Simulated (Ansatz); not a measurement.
**BFH₂O₂: ionisation energy by level of theory**

How much energy removes an electron from BFH₂O₂ at fixed geometry? The cation is run at each level and the neutral's energy taken from earlier runs.

The runs use Ansatz 0.2.0, Gaussian basis; unrestricted cation, the program's frozen cores in correlated methods.

Plan: UKS PBE-D4/def2-TZVPP; UKS r2SCAN-D4/def2-TZVPP; UKS PBE0-D4/def2-TZVPP; UKS B3LYP-D4/def2-TZVPP; UKS wB97X-V/def2-TZVPP; UKS wB97M-V/def2-TZVPP; UKS B2PLYP/def2-TZVPP; UHF-CCSD(T)/def2-TZVPP; UHF-MP2/def2-QZVPP; extrapolation to the limit; then −ε(HOMO) from the neutral's earlier runs with LDA (SPW92), PBE-D4, revPBE-D4, BLYP-D4, r2SCAN-D4, B97M-V, PBE0-D4, B3LYP-D4, r2SCANh-D4, r2SCAN0-D4, HSE06-D4, BHLYP-D4, CAM-B3LYP-D4, LC-ωPBE, ωB97X-V, ωB97M-V.

## (1) The relaxed structure

An earlier PBE0-D4 in a triple-zeta def2 set relaxation fixed the geometry.

SMILES `OB(O)F`, 6 atoms, charge 0, spin multiplicity 1.

Atoms are counted from 1 here; the program's logs count them from 0.

Bond lengths: O1–B2 1.360 Å, O1–H5 0.960 Å, B2–O3 1.352 Å, B2–F4 1.333 Å, O3–H6 0.960 Å. Angles: B2–O1–H5 113.1°, O1–B2–O3 121.6°, O1–B2–F4 120.5°, O3–B2–F4 117.9°, B2–O3–H6 112.5°.

## (2) Cation, UKS PBE-D4/def2-TZVPP

The input, in.yaml:

```yaml
crystal:
  periodic: [false, false, false]
  atoms:
    - {symbol: O, position_ang: [-0.477531, 0.971031, -0.208425]}
    - {symbol: B, position_ang: [-0.023843, -0.307502, -0.106485]}
    - {symbol: O, position_ang: [0.989372, -0.635178, 0.726051]}
    - {symbol: F, position_ang: [-0.573084, -1.280620, -0.833162]}
    - {symbol: H, position_ang: [-1.198901, 1.066081, -0.834258]}
    - {symbol: H, position_ang: [1.325987, 0.122188, 1.209980]}
basis:
  gaussian: {orbitals: def2-TZVPP}
total_charge: 1
magnetization: {spin_polarized: true, initial_magnetization: 1}
hamiltonian: {xc: pbe, dispersion: d4}
```

Further steps of the session: Cation, UKS r2SCAN-D4/def2-TZVPP; Cation, UKS PBE0-D4/def2-TZVPP; Cation, UKS B3LYP-D4/def2-TZVPP; Cation, UKS wB97X-V/def2-TZVPP; Cation, UKS wB97M-V/def2-TZVPP; Cation, UKS B2PLYP (frozen core)/def2-TZVPP; Cation, UHF-CCSD(T)/def2-TZVPP; Cation, UHF-MP2/def2-QZVPP.

**Question.** What will the summary of the whole plan be? Wanted: ionisation energy, CCSD(T)/def2-TZVPP; nearest functional by difference; nearest −ε(HOMO); −ε(HOMO) of PBE; T1 of the cation.

The runs gave:

| quantity | value |
| --- | --- |
| ionisation energy, CCSD(T)/def2-TZVPP | 12.84 eV |
| nearest functional by difference | ωB97X-V (-0.16 eV) |
| nearest −ε(HOMO) | LC-ωPBE (-0.18 eV) |
| −ε(HOMO) of PBE | 7.97 eV |
| T1 of the cation | 0.061 |

In words: By cation minus neutral, the functionals miss by 0.73 eV at most. −ε(HOMO) of PBE misses by 4.9 eV, since self-interaction lifts the level. Among orbital estimates LC-ωPBE comes nearest. Hartree-Fock falls 1.08 eV short, as the neutral has more correlation energy than the cation. The cation's T1 (from the report) is 0.061, above the customary mark of 0.045 for open shells, so the coupled-cluster value is less safe.
